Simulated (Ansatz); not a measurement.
**CsCdCl3: a strain scan**

This session takes CsCdCl3 and sets out to strain the cell along the Voigt pattern (0, 1, 0, 0, 0, 0).

Computed with Ansatz 0.2.0 (DFT LDA, scalar-relativistic, plane waves, PAW, unless a step's input says otherwise).

**1. The system as given**

The structure is cubic, space group Pm-3m (No. 221). The conventional cell has a = 5.200 Å, b = 5.200 Å, c = 5.200 Å, α = 90.00°, β = 90.00°, γ = 90.00°. Around Cs (site symmetry m-3m) lie 12 Cl at 3.68 Å. Around Cd (site symmetry m-3m) lie 6 Cl at 2.60 Å. Cl (site symmetry 4/mmm) has 2 Cd at 2.60 Å and 4 Cs at 3.68 Å as nearest neighbours.

As a file:

```cif
data_structure
_symmetry_space_group_name_H-M 'P 1'
_symmetry_Int_Tables_number 1
_cell_length_a 5.2000
_cell_length_b 5.2000
_cell_length_c 5.2000
_cell_angle_alpha 90.000
_cell_angle_beta 90.000
_cell_angle_gamma 90.000
_cell_volume 140.61
loop_
_atom_site_label
_atom_site_type_symbol
_atom_site_fract_x
_atom_site_fract_y
_atom_site_fract_z
_atom_site_occupancy
Cs1 Cs 0.00000 0.00000 0.00000 1
Cd1 Cd 0.50000 0.50000 0.50000 1
Cl1 Cl 0.00000 0.50000 0.50000 1
Cl2 Cl 0.50000 0.00000 0.50000 1
Cl3 Cl 0.50000 0.50000 0.00000 1
```

No relaxation comes first: the listed cell is the starting point.

**2. Zero of energy**

The reference gives a free energy of -16762.4266 eV, pressure -1.90 GPa, largest force 0.000 eV/Å and gap on the mesh 1.51 eV. It was computed beforehand with the settings of the runs below.

**3. The scan: a strain scan**

The cell is strained by ε times the Voigt pattern (0, 1, 0, 0, 0, 0) (xx, yy, zz, yz, xz, xy; engineering shear), with fractional coordinates fixed (clamped ions). The stress on the pattern is the sum of the stress components weighted by it, tension positive.

**4. At ε = -0.0200**

The input, input.yaml:

```yaml
crystal:
  lattice:
    - [5.2, 0.0, 0.0]
    - [0.0, 5.096, 0.0]
    - [0.0, 0.0, 5.2]
  atoms:
    - { symbol: Cs, position: [0.0, 0.0, 0.0] }
    - { symbol: Cd, position: [0.5, 0.5, 0.5] }
    - { symbol: Cl, position: [0.0, 0.5, 0.5] }
    - { symbol: Cl, position: [0.5, 0.0, 0.5] }
    - { symbol: Cl, position: [0.5, 0.5, 0.0] }
basis:
  ecutwfc: 420
kpoints:
  mp_grid: { grid: [6, 6, 6] }
hamiltonian:
  xc: lda
scf:
  occupations: { method: gaussian, width: 0.05 }
output:
  forces: true
  stress: true
  eigenvalues: true
```

**5. ε = 0.0150**

input.yaml, as its differences from that of step 4:

```diff
@@ -3,3 +3,3 @@
     - [5.2, 0.0, 0.0]
-    - [0.0, 5.096, 0.0]
+    - [0.0, 5.278, 0.0]
     - [0.0, 0.0, 5.2]
```

**6. At ε = -0.0100**

input.yaml, as its differences from that of step 5:

```diff
@@ -3,3 +3,3 @@
     - [5.2, 0.0, 0.0]
-    - [0.0, 5.278, 0.0]
+    - [0.0, 5.148, 0.0]
     - [0.0, 0.0, 5.2]
```

**7. At ε = 0.0050**

input.yaml, as its differences from that of step 6:

```diff
@@ -3,3 +3,3 @@
     - [5.2, 0.0, 0.0]
-    - [0.0, 5.148, 0.0]
+    - [0.0, 5.226, 0.0]
     - [0.0, 0.0, 5.2]
```

**8. ε = 0.0200**

input.yaml, as its differences from that of step 7:

```diff
@@ -3,3 +3,3 @@
     - [5.2, 0.0, 0.0]
-    - [0.0, 5.226, 0.0]
+    - [0.0, 5.304, 0.0]
     - [0.0, 0.0, 5.2]
```

(Steps that only read results are left out.)

What does the calculation give? Wanted: slope of the stress at ε = 0, from the points at -0.0100, 0 and 0.0050.

As calculated:

| quantity | value |
| --- | --- |
| slope of the stress at ε = 0, from the points at -0.0100, 0 and 0.0050 | 60 GPa |

**Reading.** From the stress slope, C22 is about 60 GPa with the ions clamped; letting the atoms relax could not make it stiffer. The reference stands under -1.9 GPa, so this is no zero-stress constant. The undisturbed cell is not the lowest point: the energy is 4.4 meV/atom lower at ε = -0.0200; the cell was taken as given and not relaxed at this level. The gap on the mesh stays between 1.44 and 1.51 eV.
